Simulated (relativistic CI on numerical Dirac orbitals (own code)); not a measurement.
# Ti⁴⁺: L2,3 absorption multiplets

Aim: the L2,3 absorption spectrum of Ti⁴⁺ in 4 surroundings, from the same atomic integrals.

Method: Dirac-Coulomb-Breit CI, KLI orbitals optimised for each configuration, model QED (radiative potential, 1s self-energy scaled to tabulated hydrogen-like ionisation energies), multiplet model of core-to-valence dipole absorption in a parametric crystal field. Code: relativistic CI on numerical Dirac orbitals (own code) version 1.

## 1. What is computed

| Quantity | Value |
| --- | --- |
| ion | Ti⁴⁺ (Ti V) |
| nuclear charge | 22 |
| electrons | 18 |
| configurations | [Ne] 3s2 3p6 → [He] 2s2 2p5 3s2 3p6 3d |
| magnetising field for the dichroism, Lz and Sz | exchange field 10 meV on Sz; these come from the lowest magnetised state alone (0 K) |
| temperature of the isotropic spectrum | 300 K |
| widths | Lorentz 0.6 eV, Gauss 0.3 eV |
| surrounding 1 | D4h, 10Dq = 15600, Ds = 1070, Dt = -350 cm⁻¹ |
| surrounding 2 | D4h, 10Dq = 15600, Ds = 1710, Dt = -350 cm⁻¹ |
| surrounding 3 | D4h, 10Dq = 15600, Ds = 2360, Dt = -350 cm⁻¹ |
| surrounding 4 | D4h, 10Dq = 15600, Ds = 3000, Dt = -350 cm⁻¹ |

## 2. Surrounding 1: D4h, 10Dq = 15600, Ds = 1070, Dt = -350

Input settings:

```ini
atom Ti  Z=22  charge=4  electrons=18
nucleus A=48  rms_radius_fm=3.5921
hamiltonian dirac-coulomb  breit=on  qed=on  c_scale=1
orbitals kli  potential=per-configuration
slater_scale 1
correlation none
mixing on
configurations
  [Ne] 3s2 3p6
  [He] 2s2 2p5 3s2 3p6 3d
end
absorption L2,3 T=300 lorentz=0.6 gauss=0.3
crystal_field D4h 10Dq=15600 Ds=1070 Dt=-350
```

## 3. Surrounding 2: D4h, 10Dq = 15600, Ds = 1710, Dt = -350

Settings: those of step 2 with these lines changed.

```diff
@@ -12,2 +12,2 @@
 absorption L2,3 T=300 lorentz=0.6 gauss=0.3
-crystal_field D4h 10Dq=15600 Ds=1070 Dt=-350
+crystal_field D4h 10Dq=15600 Ds=1710 Dt=-350
```

## 4. Surrounding 3: D4h, 10Dq = 15600, Ds = 2360, Dt = -350

Settings: those of step 3 with these lines changed.

```diff
@@ -12,2 +12,2 @@
 absorption L2,3 T=300 lorentz=0.6 gauss=0.3
-crystal_field D4h 10Dq=15600 Ds=1710 Dt=-350
+crystal_field D4h 10Dq=15600 Ds=2360 Dt=-350
```

## 5. Surrounding 4: D4h, 10Dq = 15600, Ds = 3000, Dt = -350

Settings: those of step 4 with these lines changed.

```diff
@@ -12,2 +12,2 @@
 absorption L2,3 T=300 lorentz=0.6 gauss=0.3
-crystal_field D4h 10Dq=15600 Ds=2360 Dt=-350
+crystal_field D4h 10Dq=15600 Ds=3000 Dt=-350
```

(Steps that only read results are left out.)

What does the calculation give? Wanted: highest peak, first run; ground spin; core spin-orbit splitting.

As calculated:

| surrounding | ground S | Lz (0 K) | Sz (0 K) | centroid (eV) | share of the lower edge | up to four highest peaks (% of the highest), eV |
| --- | --- | --- | --- | --- | --- | --- |
| 1: D4h | 0.00 | 0.00 | 0.00 | 469.11 | - | 463.1 (9), 465.6 (36), 468.4 (23), 471.3 (100) |
| 2: D4h | 0.00 | 0.00 | 0.00 | 469.11 | - | 463.3 (9), 465.7 (36), 468.5 (21), 471.4 (100) |
| 3: D4h | 0.00 | 0.00 | 0.00 | 469.11 | - | 465.8 (34), 468.7 (18), 470.9 (66), 471.5 (100) |
| 4: D4h | 0.00 | 0.00 | 0.00 | 469.11 | - | 466.0 (32), 469.3 (23), 470.7 (62), 471.6 (100) |

| quantity | value |
| --- | --- |
| highest peak, first run | 471.3 eV |
| ground spin (effective S from ⟨S²⟩) | 0.00 |
| core spin-orbit splitting (without Breit) | 6.05 eV |

**Reading.** The position of the maximum differs by up to 0.3 eV between the surroundings, by shifts of peaks or by peaks exchanging rank. Edge positions are free-ion values and differ from those in solids by a few eV or more.
